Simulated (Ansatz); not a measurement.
# GeAsH4 (doublet): from Hartree-Fock to the top rungs, cc-pVDZ

An exercise on one series of results from a longer session: the logs are not shown, and one member is left open.

The runs use Ansatz 0.2.0, Gaussian basis; cc-pVDZ, core rule «outside noble gas», up to 28 orbitals frozen.

The runs, in order: UHF; CCSD(T) on ROHF; CCSD(T) on UHF; BCCD(T) on ROHF; CISD; CCSDT(Q) on ROHF; CCSDT(Q) on UHF.

18 further runs of the same task are left out: 10 that didn't finish, 8 set aside as unsound or not needed.

### What is computed

The geometry is a PBE0/def2-TZVP stationary point (not a proven minimum). No spin-orbit coupling is included. The filled d shell of Ge, As may be among the frozen orbitals whatever the setting's name suggests; the logs give the count.

6 atoms, charge 0, spin multiplicity 2.

Atoms are counted from 1 here; the program's logs count them from 0.

Bond lengths: Ge1–As2 2.420 Å, Ge1–H3 1.549 Å, Ge1–H4 1.550 Å, As2–H5 1.521 Å, As2–H6 1.521 Å. Angles: As2–Ge1–H3 108.8°, As2–Ge1–H4 108.8°, H3–Ge1–H4 107.8°, Ge1–As2–H5 94.1°, Ge1–As2–H6 94.1°, H5–As2–H6 92.9°.

The first run:

Input file in.yaml:

```yaml
crystal:
  periodic: [false, false, false]
  atoms:
    - {symbol: Ge, position_ang: [-0.060841, -0.000045, 1.221717]}
    - {symbol: As, position_ang: [0.066843, 0.000240, -1.195312]}
    - {symbol: H, position_ang: [0.677902, 1.250767, 1.760825]}
    - {symbol: H, position_ang: [0.674814, -1.253239, 1.759897]}
    - {symbol: H, position_ang: [-0.961710, -1.108698, -1.358010]}
    - {symbol: H, position_ang: [-0.974884, 1.096560, -1.359962]}
basis:
  gaussian: {orbitals: cc-pVDZ}
magnetization: {spin_polarized: true, initial_magnetization: 1}
hamiltonian: {xc: hf}
output: {orbitals: {seedname: orbitals}}
```

On the command line:

```sh
ansatz run in.yaml --threads 1 --pin off --events-out ev --progress --plain --max-ram 2393MiB
```

Steps of the session up to this table: UHF; CCSD(T) on ROHF; CCSD(T) on UHF; BCCD(T) on ROHF; CISD; CCSDT(Q) on ROHF; CCSDT(Q) on UHF.

One table of the session follows, with a row left open; its other results are not shown here.

| method | from UCCSDT(Q) (kcal/mol) |
| --- | --- |
| ROHF | +155.84 |
| UHF | +154.55 |
| RMP2 | +31.36 |
| UMP2 | +31.23 |
| CISD | +19.07 |
| RCCSD | +5.14 |
| UCCSD | ? |
| RCCSD(T) | +1.01 |
| UCCSD(T) | +0.93 |
| BCCD(T) | +0.98 |
| RCCSDT | +0.29 |
| UCCSDT | +0.21 |
| RCCSDT(Q) | +0.08 |
| UCCSDT(Q) | 0 |

Estimate the missing values for UCCSD.

As computed: from UCCSDT(Q) (kcal/mol): +5.04. In the column «from UCCSDT(Q) (kcal/mol)» it lies between RCCSD(T) (+1.01) and RCCSD (+5.14).

With the free atoms at the same levels and basis (separate runs), the atomisation energy is 12.695 eV at UCCSDT(Q), 12.692 eV at RCCSD(T), 12.670 eV at UCCSD(T), 9.528 eV at ROHF.

Limits of these values: Restricted and unrestricted rows rest on different reference determinants; where their highest levels disagree by more than a few hundredths of an eV, they describe different states and don't form one ladder.
